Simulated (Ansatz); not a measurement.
# HgTe (Coloradoite): the cost of one run

Program: the Python package of Ansatz 0.2.0. The levels of theory stand in the script. These are calculated values, not measurements.

**1. Starting point**

Symmetry: F-43m, No. 216, cubic system. The conventional cell has a = 6.429 Å, b = 6.429 Å, c = 6.429 Å, α = 90.00°, β = 90.00°, γ = 90.00°. Hg (site symmetry -43m) is surrounded by 4 Te at 2.78 Å. Around Te (site symmetry -43m) lie 4 Hg at 2.78 Å.

No structure file is read: the coordinates are typed or built in the script.

**2. The code**

lattice_hgte.py reads:

```python
import logging
import sys

import ansatz as az
import numpy as np

logging.basicConfig(stream=sys.stdout, format="%(name)s: %(message)s")
log = logging.getLogger("run")
log.setLevel(logging.INFO)

def edges_and_angles(cell):
    cell = np.asarray(cell)
    a, b, c = np.linalg.norm(cell, axis=1)
    cosines = cell[1] @ cell[2] / (b * c), cell[0] @ cell[2] / (a * c), cell[0] @ cell[1] / (a * b)
    return (a, b, c, *np.degrees(np.arccos(cosines)))


def main() -> None:
    system = (
        az.Lattice.fcc(6.429)
        .space_group(216)
        .atom("Hg", (0.0, 0.0, 0.0))
        .atom("Te", (0.25, 0.25, 0.75))
        .primitive()
    )

    calculation = system.calculation()
    calculation = calculation.scf(max_iterations=200, lower_state_search="standard")
    calculation = calculation.kpoints(density=1.5)
    calculation = calculation.occupations(az.OccupationsMethod.COLD, width=0.2)
    calculation = calculation.basis(630, density_ratio=4)
    calculation = calculation.relax(cell=True, density_extrapolation="none")

    levels = [("r2scan", "rvv10"), ("rpbe", "none"), ("lda", "none"), ("revpbe", "d3bj")]
    log.info("level            a       b       c    alpha   beta  gamma  V/atom  steps")
    for name, dispersion in levels:
        seen = []
        run = calculation.functional(name, dispersion=dispersion).session().plan()
        res = run.execute(on_event=lambda e: seen.append(e) if e["event"] == "relax_step" else None)
        cell = res.lattice.cell_ang
        label = name if dispersion == "none" else f"{name}+{dispersion}"
        print("{:13s} {:7.4f} {:7.4f} {:7.4f} {:6.2f} {:6.2f} {:6.2f}".format(label, *edges_and_angles(cell)), f"{abs(np.linalg.det(cell)) / len(res.lattice.sites):7.3f} {len(seen):5d}")


if __name__ == "__main__":
    main()
```

**3. The calls as engine input**

The package turns the script's settings into the engine's input (first run):

```yaml
crystal:
  lattice:
    bravais: fcc
    a: 6.429
  space_group: 216
  atoms:
    - { symbol: Hg, position: [0.0, 0.0, 0.0] }
    - { symbol: Te, position: [0.25, 0.25, 0.75] }
  reduce_to_primitive: true
basis:
  ecutwfc: 630.0
  ecutrho_ratio: 4
kpoints:
  mp_grid:
    kspacing: 0.6666666666666666
hamiltonian:
  xc: r2scan
  dispersion: rvv10
scf:
  max_iter: 200
  lower_state_search: standard
  occupations:
    method: cold
    width: 0.2
relax:
  density_extrapolation: none
  cell: {}
```

**4. The run**

Launch:

```bash
$ python lattice_hgte.py
```

**Question.** How long does this script take on 1 thread of Arm Neoverse V2, shared host, and how much memory does it need?

About 57 s, with a peak of 0.68 GiB.
